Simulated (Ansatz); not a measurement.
Here is an Ansatz 0.2.0 calculation.

input.yaml

```yaml
crystal:
  lattice:
    - [3.7029743866, 0.0, 0.0]
    - [-1.8514871933, 3.2068698884, 0.0]
    - [0.0, 0.0, 3.694211]
  atoms:
    - { symbol: Te, position: [0.6666666667, 0.3333333333, 0.0] }
    - { symbol: Nb, position: [0.0, 0.0, 0.5] }
hamiltonian:
  xc: pbe
  pseudopotentials: { kind: paw }
kpoints:
  mp_grid: { grid: [8, 8, 7] }
scf:
  occupations: { method: gaussian, width: 0.026 }
output:
  forces: true
  stress: true
  eigenvalues: true
```

Potentials or basis: Ansatz PAW.

Run with:

```bash
$ ansatz run input.yaml --threads 2 --pin off --max-ram 5632MiB --backend cpu --events-out ev --progress --plain --runs-dir out
```

Problem. Estimate the band gap on the k mesh.

Solution. None (metal or under the smearing width).

Problem. Estimate the pressure.

Solution. -0.6 GPa.

Stress tensor (GPa, compression positive):
```
-1.01  0.00  0.00
 0.00 -1.01  0.00
 0.00  0.00  0.15
```

The run has no spin-orbit coupling, so splittings on Te are missing.
